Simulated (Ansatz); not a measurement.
# CsLiCr2Te2S3 (P3m1) in Ansatz: notebook, part 2 of 2

Ansatz 0.2.0. The steps go on from the part before.

### 4 Band structure, LDA, collinear spin, ferromagnetic start

input.yaml

```yaml
crystal:
  lattice:
    - [3.60358, 0.0, 0.0]
    - [-1.80179, 3.12079, 0.0]
    - [0.0, 0.0, 19.06651]
  atoms:
    - { symbol: Cs, position: [0.0, 0.0, 0.37399] }
    - { symbol: Li, position: [0.66667, 0.33333, 0.01607] }
    - { symbol: Cr, position: [0.0, 0.0, 0.86637], spin: 3.0 }
    - { symbol: Cr, position: [0.33333, 0.66667, 0.16833], spin: 3.0 }
    - { symbol: Te, position: [0.33333, 0.66667, 0.53891] }
    - { symbol: Te, position: [0.66667, 0.33333, 0.77276] }
    - { symbol: S, position: [0.0, 0.0, 0.1003] }
    - { symbol: S, position: [0.33333, 0.66667, 0.9292] }
    - { symbol: S, position: [0.66667, 0.33333, 0.23408] }
kpoints:
  mp_grid: { grid: [6, 6, 2] }
  band_path:
    path:
      - [0.0, 0.0, 0.0]
      - [0.5, 0.0, 0.0]
      - [0.3333333333, 0.3333333333, 0.0]
      - [0.0, 0.0, 0.0]
      - [0.0, 0.0, 0.5]
      - [0.5, 0.0, 0.5]
      - [0.3333333333, 0.3333333333, 0.5]
      - [0.0, 0.0, 0.5]
    npoints: 12
scf:
  occupations: { method: fermi_dirac, width: 0.05 }
hamiltonian:
  xc: lda
  pseudopotentials: { kind: all_electron, lapw: { basis_error: 0.002 } }
magnetization:
  spin_polarized: true
output:
  forces: true
  stress: true
  eigenvalues: true
```

Potentials or basis: all-electron LAPW, scalar-relativistic.

Command:

```sh
$ ansatz run input.yaml --threads 8 --pin off --max-ram 24576MiB --backend cpu --events-out ev --progress --plain --runs-dir out
```

The program printed:

```text
Warning: the atoms were moved onto the symmetric positions of the space group found under crystal.symmetry.tolerance 1.0e-5 (fractional; no operation is sought that the atoms, as they stand in a round, miss by more than twice it, and no atom is moved by as much as it), and the run uses the moved positions. Before a round's move an operation carried an atom to 3.60e-5 Å from where it should land, the largest such distance. Atom 1 (counting from 0) moved farthest, by 2.08e-5 Å; the longest move in fractions of the cell, of whichever atom, is 0.47 of the tolerance, in 1 round. To run the atoms as typed, lower crystal.symmetry.tolerance until the operations that they miss are no longer found, or set crystal.symmetry.detect: false (a key that needs symmetry detection or time reversal refuses this as the deck is read). The positions used, in the order of the run's atom list: position: [0.0, 0.0, 0.37399]; position: [0.6666666666666666, 0.3333333333333333, 0.01607]; position: [0.0, 0.0, 0.86637]; position: [0.3333333333333333, 0.6666666666666666, 0.16833]; position: [0.3333333333333333, 0.6666666666666666, 0.53891]; position: [0.6666666666666666, 0.3333333333333333, 0.77276]; position: [0.0, 0.0, 0.1003]; position: [0.3333333333333333, 0.6666666666666666, 0.9292]; position: [0.6666666666666666, 0.3333333333333333, 0.23408]; The lattice was moved too: crystal.lattice keeps the space group found at crystal.symmetry.tolerance 1.0e-5 only nearly: the operation that it misses by the most changes a squared length by the fraction 1.01e-6. The run uses the lattice that is a stretch of the typed one, with no rotation, onto the one that keeps every operation to a double's rounding (on a very oblique basis the stretch itself rounds by more); the deck's lattice vector that moved farthest moved by 1.05e-6 Å. To run the lattice as typed, set crystal.symmetry.tolerance under 1.01e-6, the least fraction by which an operation that the lattice misses changes a squared length (the same key also sets how far an atom may lie from its image, so lowering it can lose operations that the atoms keep only within it), or set crystal.symmetry.detect: false, as for the atoms. crystal.lattice made exact, in Å and degrees: [[3.603578946584446, 0.0, 0.0], [-1.801789473292223, 3.120790912284897, 0.0], [0.0, 0.0, 19.06651]]. Pasted over the deck's crystal.lattice, beside positions in fractional coordinates, it runs the same cell (given as lengths and angles, that cell in the form's own orientation, a rigid turn of the misfit's size from the one run here, for which a checkpoint.post_process_only pass over this run's state can be refused: where this run relaxes nothing, give such a pass this deck's own crystal.lattice, as typed; behind a relaxation, as crystal.lattice, the state's own cell, identity.cell in its checkpoint.json), and a matrix so pasted ends this notice, except on a very skew basis of the lattice, where the rounding of the pasted numbers themselves can read as a misfit: the cell is then moved again, and that move is told again. The lattice as run is in this notice's lattice.as_run_ang field (Run.prep()["deck_notices"] in Python, the deck_notice line of an events file, deck_notices of ansatz run --dry-run=json, or deck_notices in record.json in the deck's checkpoint.write directory).
Warning: RAYON_NUM_THREADS=8 ignored (pool sized by the plan → 8); use --threads N
LAPW: plane waves up to 7.903 Å⁻¹, error target 2.0e-3 eV per atom; small_component_spin mean_spin; Li in spheres of 1.382 Å, 3 of its electrons in bands, Dirac shells []; S in spheres of 1.071 Å, 14 of its electrons in bands, Dirac shells []; Cr in spheres of 1.330 Å, 14 of its electrons in bands, Dirac shells []; Te in spheres of 1.382 Å, 24 of its electrons in bands, Dirac shells []; Cs in spheres of 1.382 Å, 27 of its electrons in bands, Dirac shells [] (how accurate: hamiltonian.pseudopotentials.lapw.basis_error, Limitations)
Engine: ansatz 0.2.0, x86_64-unknown-linux-gnu
Pseudopotentials: kind: all_electron
Pseudopotential: Cs, LAPW, valence charge 27, lapw/all_electron/scalar/gaussian/Cs, Koelling and Harmon's equation, gaussian nucleus
[... 100 lines left out ...]
       -4.993947       0.000000      -0.000000
       -0.000000      -4.993947       0.000000
       -0.000000       0.000000      -4.830134
  P = ⅓ Tr σ = -4.9393 GPa (-49.393 kbar)
--- Band table (eV; the first three rows and the last of 28) ---
  k-point 0 ↑: bands = ["-206.3320", "-195.3508", "-195.1978", "-195.1350", "-149.2755", "-149.1909", "-147.1343", "-147.1343", "-147.0737", "-141.0491", "-141.0491", "-141.0356", "-140.8954", "-140.8954", "-140.8826", "-140.8319", "-140.8319", "-140.8197", "-99.5526", "-99.5526", "-99.4274", "-99.4274", "-99.3655", "-99.3578", "-63.0786", "-62.6712", "-61.0094", "-61.0094", "-60.9525", "-60.9525", "-60.9401", "-35.9892", "-34.7683", "-34.7440", "-34.7440", "-34.3641", "-34.3584", "-34.3584", "-27.1681", "-27.1681", "-27.0290", "-27.0290", "-27.0023", "-27.0023", "-26.9748", "-26.9748", "-26.9602", "-26.9555", "-14.1828", "-4.7307", "-4.3472", "-3.3612", "-2.4427", "-2.2947", "-0.4871", "0.6730", "0.6730", "3.8899", "4.5439", "5.3749", "5.3749", "5.8744", "5.8744", "6.8689", "7.1481", "7.6953", "7.6953", "7.9570", "8.0277", "8.0277", "8.2694", "8.2694", "8.4481", "8.9807", "9.7675", "9.7675", "10.4477", "10.9686", "10.9686", "11.3748", "11.3748", "12.0081", "12.0081", "13.1181", "13.6041", "13.6041", "13.8192", "13.8639", "14.7721", "15.8502", "15.8906", "15.8906", "16.0414"]
  k-point 1 ↑: bands = ["-206.3320", "-195.3508", "-195.1978", "-195.1350", "-149.2755", "-149.1909", "-147.1343", "-147.1343", "-147.0737", "-141.0491", "-141.0491", "-141.0356", "-140.8954", "-140.8954", "-140.8826", "-140.8319", "-140.8319", "-140.8197", "-99.5526", "-99.5526", "-99.4274", "-99.4274", "-99.3655", "-99.3578", "-63.0786", "-62.6712", "-61.0094", "-61.0094", "-60.9525", "-60.9525", "-60.9401", "-35.9892", "-34.7683", "-34.7440", "-34.7440", "-34.3641", "-34.3584", "-34.3584", "-27.1681", "-27.1681", "-27.0290", "-27.0290", "-27.0023", "-27.0023", "-26.9748", "-26.9748", "-26.9602", "-26.9555", "-14.1828", "-4.7307", "-4.3471", "-3.3617", "-2.4378", "-2.2996", "-0.4866", "0.6730", "0.6730", "3.8757", "4.5728", "5.3749", "5.3749", "5.8744", "5.8744", "6.6634", "7.5744", "7.6953", "7.6953", "7.7070", "8.0277", "8.0277", "8.2694", "8.2694", "8.4616", "8.9706", "9.7675", "9.7675", "10.4545", "10.9686", "10.9686", "11.3748", "11.3748", "12.0082", "12.0082", "13.2550", "13.5557", "13.6041", "13.6041", "14.0495", "14.5908", "15.8890", "15.8890", "15.9444", "16.2748"]
  k-point 2 ↑: bands = ["-206.3320", "-195.3508", "-195.1978", "-195.1350", "-149.2755", "-149.1909", "-147.1343", "-147.1343", "-147.0737", "-141.0491", "-141.0491", "-141.0356", "-140.8954", "-140.8954", "-140.8825", "-140.8319", "-140.8319", "-140.8197", "-99.5526", "-99.5526", "-99.4275", "-99.4275", "-99.3655", "-99.3578", "-63.0783", "-62.6709", "-61.0093", "-61.0091", "-60.9526", "-60.9525", "-60.9400", "-35.9886", "-34.7676", "-34.7490", "-34.7452", "-34.3640", "-34.3628", "-34.3597", "-27.1680", "-27.1643", "-27.0289", "-27.0252", "-27.0036", "-27.0026", "-26.9760", "-26.9751", "-26.9581", "-26.9535", "-14.0543", "-4.4718", "-4.1251", "-3.2639", "-2.1865", "-2.0100", "-0.3755", "-0.2203", "0.4757", "4.1301", "4.7667", "4.9797", "5.2730", "5.4836", "5.9067", "6.4687", "7.1349", "7.1898", "7.3851", "7.7004", "7.8630", "7.9173", "8.0690", "8.4490", "8.5843", "8.8012", "9.4396", "9.5480", "9.6649", "10.1937", "10.5907", "10.7647", "10.8994", "11.2846", "11.6263", "12.7227", "13.8000", "14.4374", "14.4589", "14.5948", "14.8993", "15.6274", "15.6871", "16.2134", "16.3218"]
  k-point 13 ↓: bands = ["-206.3320", "-195.3698", "-195.2164", "-195.1496", "-149.2760", "-149.2097", "-147.1342", "-147.1342", "-147.0737", "-141.0757", "-141.0757", "-141.0545", "-140.9212", "-140.9212", "-140.9014", "-140.8508", "-140.8508", "-140.8370", "-99.5533", "-99.5533", "-99.4501", "-99.4501", "-99.3841", "-99.3584", "-61.0086", "-61.0086", "-60.9527", "-60.9527", "-60.9395", "-60.2110", "-60.0031", "-35.9881", "-31.9718", "-31.9715", "-31.9684", "-31.8159", "-31.7542", "-31.7513", "-27.1607", "-27.1607", "-27.0594", "-27.0590", "-27.0121", "-27.0120", "-27.0070", "-27.0070", "-26.9847", "-26.9475", "-13.5523", "-3.2319", "-3.1760", "-3.0391", "-1.6331", "-1.4759", "-0.8596", "-0.2567", "-0.1500", "4.4636", "4.5866", "4.5939", "4.7227", "4.9319", "5.2495", "5.9561", "6.0770", "6.4151", "6.6928", "6.7201", "6.7805", "6.8425", "7.5216", "8.5953", "10.3710", "10.6244", "10.8950", "10.9397", "10.9744", "11.0030", "11.5385", "11.5977", "11.7469", "12.1247", "12.6812", "12.9185", "13.9345", "14.1591", "14.3207", "14.5692", "14.8809", "15.5741", "16.1722", "16.6465", "16.9902"]
```

Run time: 10 min. Hardware: 8 threads of Intel Xeon at 2.50GHz (Skylake/Cascade Lake), shared host; peak memory 1.9 GiB.

Results:

* Free energy: -670963.4317 eV
* Pressure: -4.9 GPa
* Largest force: 0.647 eV/Å
* Band gap along the path: none (metal or under the smearing width)
* Net moment: 5.58 μB per cell
* Absolute moment: 6.52 μB per cell
* Site moments: Cs +0.00; Li -0.01; Cr +2.74, +2.94; Te -0.01, -0.18; S -0.04, -0.05 μB

Forces on the atoms (eV/Å):
```
Cs   0.000  0.000 -0.059
Li   0.000  0.000  0.001
Cr   0.000  0.000  0.036
Cr   0.000  0.000  0.034
Te   0.000  0.000 -0.165
Te   0.000  0.000  0.647
S    0.000  0.000  0.406
S    0.000  0.000 -0.529
S    0.000  0.000 -0.370
```

Stress tensor (GPa, compression positive):
```
-4.99  0.00  0.00
 0.00 -4.99  0.00
 0.00  0.00 -4.83
```

Levels at the corners of the path, in eV from the Fermi level:
Spin up:
| point | band 74 | band 75 | band 76 | band 77 | band 78 | band 79 | band 80 | band 81 |
| --- | --- | --- | --- | --- | --- | --- | --- | --- |
| Γ | -0.44 | 0.35 | 0.35 | 1.03 | 1.55 | 1.55 | 1.95 | 1.95 |
| M | -1.11 | -1.02 | -0.81 | -0.70 | 0.39 | 0.64 | 1.10 | 1.31 |
| K | -0.91 | -0.89 | -0.83 | -0.69 | -0.48 | 0.62 | 0.65 | 0.89 |
| Γ | -0.44 | 0.35 | 0.35 | 1.03 | 1.55 | 1.55 | 1.95 | 1.95 |
| A | -0.45 | 0.35 | 0.35 | 1.03 | 1.55 | 1.55 | 1.95 | 1.95 |
| L | -1.11 | -1.03 | -0.81 | -0.70 | 0.39 | 0.64 | 1.09 | 1.31 |
| H | -0.91 | -0.89 | -0.84 | -0.69 | -0.48 | 0.61 | 0.66 | 0.89 |
| A | -0.45 | 0.35 | 0.35 | 1.03 | 1.55 | 1.55 | 1.95 | 1.95 |
Spin down:
```csv
point,band 67,band 68,band 69,band 70,band 71,band 72,band 73,band 74,band 75,band 76
Γ,-1.13,-1.13,0.65,0.65,0.68,0.68,0.88,0.89,0.89,1.39
M,-2.72,-2.66,-1.93,-1.05,-0.93,0.15,0.39,0.47,0.90,1.42
K,-2.76,-2.71,-2.62,-2.58,-1.90,-0.82,0.95,1.20,1.47,1.52
Γ,-1.13,-1.13,0.65,0.65,0.68,0.68,0.88,0.89,0.89,1.39
A,-1.13,-1.13,0.65,0.65,0.68,0.68,0.89,0.89,0.91,1.38
L,-2.72,-2.66,-1.94,-1.04,-0.93,0.14,0.39,0.48,0.90,1.42
H,-2.73,-2.70,-2.64,-2.58,-1.90,-0.83,0.95,1.20,1.47,1.52
A,-1.13,-1.13,0.65,0.65,0.68,0.68,0.89,0.89,0.91,1.38
```

Caveat: the k mesh is thin for a metal, which can move the energy by tens of meV per atom; spin-orbit coupling is left out, which moves the levels of the heavy elements; only a ferromagnetic start was run, and an antiferromagnetic order may lie lower in energy.

### 5 Summary

```tsv
level	potentials or basis	spin	k mesh	cutoff (eV)	pressure (GPa)	moment (μB)	largest force (eV/Å)
PBE	all-electron LAPW, scalar-relativistic	collinear, ferromagnetic start	5 × 5 × 2	237	0.1	5.33	0.09
PBE	all-electron LAPW, relativistic spinors	non-collinear, ferromagnetic start, SOC	5 × 5 × 2	239	0.3	5.53	0.09
LDA	all-electron LAPW, scalar-relativistic	collinear, ferromagnetic start	6 × 6 × 2	238	-4.9	5.58	0.65
```

Alike in all rows: task band structure; cell as given; smearing fermi-dirac 0.05 eV; basis error allowed 0.002 eV/atom; the mesh is coarse, so values aren't converged.

Caveats: some runs use coarse meshes; the k mesh is thin for a metal, which can move the energy by tens of meV per atom; spin-orbit coupling is left out, which moves the levels of the heavy elements (some runs); the magnetic state may not be the lowest (some runs).

Compare energies only between runs with the same functional and basis.
